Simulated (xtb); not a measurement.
# FeF3 (SMILES [F][Fe]([F])[F]): GFN2-xTB

Aim: a structure relaxation of FeF3. 

The results are computed with xtb 6.7.1 later snapshot.

3 further runs of the same task are left out: 3 set aside as unsound or not needed.

**1. The structure to begin with**

The species is FeF3 (4 atoms), meant as a sextet with charge 0. SMILES: `[F][Fe]([F])[F]`. Geometry: a GFN2-xTB relaxation, a rough one for these elements and not checked as a minimum. The run starts from this shape.

Bond lengths: Fe1–F2 1.833 Å, Fe1–F3 1.833 Å, Fe1–F4 1.834 Å. Angles: F2–Fe1–F3 103.3°, F2–Fe1–F4 103.3°, F3–Fe1–F4 103.3°.

**2. A structure relaxation at GFN2-xTB**

detailed.inp reads:

```
$chrg 0
$spin 5
$end
```

geom.xyz reads:

```xyz
4

Fe    -0.007620     0.001160     0.584090
F      1.661710    -0.025620    -0.172050
F     -0.804670     1.449690    -0.207650
F     -0.849410    -1.425230    -0.204390
```

Run with:

```
$ xtb geom.xyz --opt vtight --gfn 2 -I detailed.inp --parallel 1 | tee out.txt
```

Q: Predict the results. Wanted: total energy at the end; dipole moment; HOMO energy; LUMO energy; dispersion energy; mean polarisability.

Computed results:

At GFN2-xTB:

```
                      quantity         value
       total energy at the end  -17.40258 Eh
                 dipole moment        5.43 D
   HOMO energy (partly filled)     -11.00 eV
                   LUMO energy      -3.17 eV
             dispersion energy  -1.54 kJ/mol
mean polarisability (D4 model)    20.0 bohr³
```

What this shows: At the final geometry: Bond lengths: Fe1–F2 1.833 Å, Fe1–F3 1.833 Å, Fe1–F4 1.833 Å. Angles: F2–Fe1–F3 103.3°, F2–Fe1–F4 103.3°, F3–Fe1–F4 103.3°. The optimisation took 3 steps and changed the energy by -0.000 eV.
